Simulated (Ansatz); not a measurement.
**CH3AlFNO: how energies converge with the basis set**

One table from this session's results is given with a row withheld; the runs are named, their logs left out.

The runs use Ansatz 0.2.0, Gaussian basis; one geometry, several basis sets.

Levels to be run: PBE0-D4/def2-SVP; ωB97M-V/def2-SVP; PBE0-D4/def2-QZVPP; ωB97M-V/def2-QZVPP; the functionals' def2-TZVPP values are taken from earlier runs.

### The geometry

All runs share one geometry, relaxed beforehand with PBE0-D4 in a triple-zeta def2 set.

8 atoms, charge 0, spin multiplicity 1.

Atoms are counted from 1 here; the program's logs count them from 0.

Bond lengths: N1–C2 1.327 Å, N1–H6 1.008 Å, N1–H7 1.005 Å, C2–O3 1.227 Å, C2–H8 1.100 Å, O3–Al4 2.172 Å, Al4–F5 1.680 Å. Angles: C2–N1–H6 119.6°, C2–N1–H7 121.1°, H6–N1–H7 119.3°, N1–C2–O3 123.4°, N1–C2–H8 115.2°, O3–C2–H8 121.4°, C2–O3–Al4 118.9°, O3–Al4–F5 89.9°.

Set-up of the first run:

The input, in.yaml:

```yaml
crystal:
  periodic: [false, false, false]
  atoms:
    - {symbol: N, position_ang: [0.830561, -0.543439, 1.295433]}
    - {symbol: C, position_ang: [-0.114815, -0.189140, 0.433557]}
    - {symbol: O, position_ang: [0.122887, 0.272384, -0.678106]}
    - {symbol: Al, position_ang: [-1.539528, 0.802810, -1.972090]}
    - {symbol: F, position_ang: [-0.455497, 1.292058, -3.159028]}
    - {symbol: H, position_ang: [1.800040, -0.435779, 1.042800]}
    - {symbol: H, position_ang: [0.595494, -0.918204, 2.197344]}
    - {symbol: H, position_ang: [-1.146943, -0.337791, 0.784391]}
basis:
  gaussian: {orbitals: def2-SVP}
hamiltonian: {xc: pbe0, dispersion: d4}
output: {orbitals: {seedname: orbitals}}
```

The run is started by

```bash
$ ansatz run in.yaml --threads 2 --pin off --events-out ev --progress --plain --max-ram 4352MiB
```

Among the steps run: PBE0-D4 in def2-SVP; ωB97M-V in def2-SVP; PBE0-D4 in def2-QZVPP; ωB97M-V in def2-QZVPP.

One table of the session follows, with a row left open; its other results are not shown here.

It belongs to the step «Density functionals: the series». 

| functional | basis | HOMO (eV) |
| --- | --- | --- |
| PBE0-D4 | def2-SVP | ? |
| PBE0-D4 | def2-TZVPP | -5.28 |
| PBE0-D4 | def2-QZVPP | -5.32 |
| ωB97M-V | def2-SVP | -7.09 |
| ωB97M-V | def2-TZVPP | -7.21 |
| ωB97M-V | def2-QZVPP | -7.28 |

**Question.** Estimate the row for PBE0-D4, def2-SVP.

As computed: HOMO (eV): -5.19. In the column «HOMO (eV)» it is the highest.
